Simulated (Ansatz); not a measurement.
# H5OSeSi: the cost of one run

All numbers below are computed with Ansatz 0.2.0 (RKS PBE0-D4/def2-SVP).

**1. Starting point**

Bond lengths: O1–Si2 1.941 Å, Si2–Se3 2.228 Å, O1–H4 0.970 Å, O1–H5 0.969 Å, Si2–H6 1.455 Å, Si2–H7 1.457 Å, Se3–H8 1.437 Å. Angles: O1–Si2–Se3 96.1°, O1–Si2–H6 93.1°, O1–Si2–H7 98.5°, Se3–Si2–H6 121.9°, Se3–Si2–H7 120.3°, H6–Si2–H7 114.7°, Si2–O1–H4 121.9°, Si2–O1–H5 121.6°, H4–O1–H5 110.8°, Si2–Se3–H8 96.2°.

Structure file:

```xyz
8

O    -1.0229    0.6895   -0.6626
Si    0.6191    0.1535    0.2233
Se   -0.1667   -1.7656    1.0377
H    -1.5222    0.0801   -1.2282
H    -1.1842    1.6095   -0.9207
H     0.6730    1.3658    1.0268
H     1.5000    0.1537   -0.9368
H     1.1038   -2.2864    1.4604
```

**2. End point A**

input.yaml reads:

```yaml
crystal:
  periodic: [false, false, false]
  atoms:
    - { symbol: O, position_ang: [-1.02285, 0.68953, -0.66263] }
    - { symbol: Si, position_ang: [0.61912, 0.15346, 0.22327] }
    - { symbol: Se, position_ang: [-0.1667, -1.76558, 1.03768] }
    - { symbol: H, position_ang: [-1.52222, 0.08012, -1.22815] }
    - { symbol: H, position_ang: [-1.18415, 1.60947, -0.92068] }
    - { symbol: H, position_ang: [0.67302, 1.36579, 1.02684] }
    - { symbol: H, position_ang: [1.49998, 0.15365, -0.93676] }
    - { symbol: H, position_ang: [1.10379, -2.28643, 1.46042] }
total_charge: 1
basis:
  gaussian: { orbitals: def2-SVP }
hamiltonian:
  xc: pbe0
  dispersion: d4
relax:
  f_tol: 0.015
  max_steps: 40
```

Started as:

```bash
$ ansatz run input.yaml --threads 1 --pin off --max-ram 2048MiB --backend cpu --events-out ev --progress --plain --runs-dir out
```

**Question.** How long does this run take on 1 thread of Intel Xeon Platinum 8259CL at 2.50GHz (Skylake/Cascade Lake), shared host, and how much memory does it need?

About 2.7 min, with a peak of 0.24 GiB.
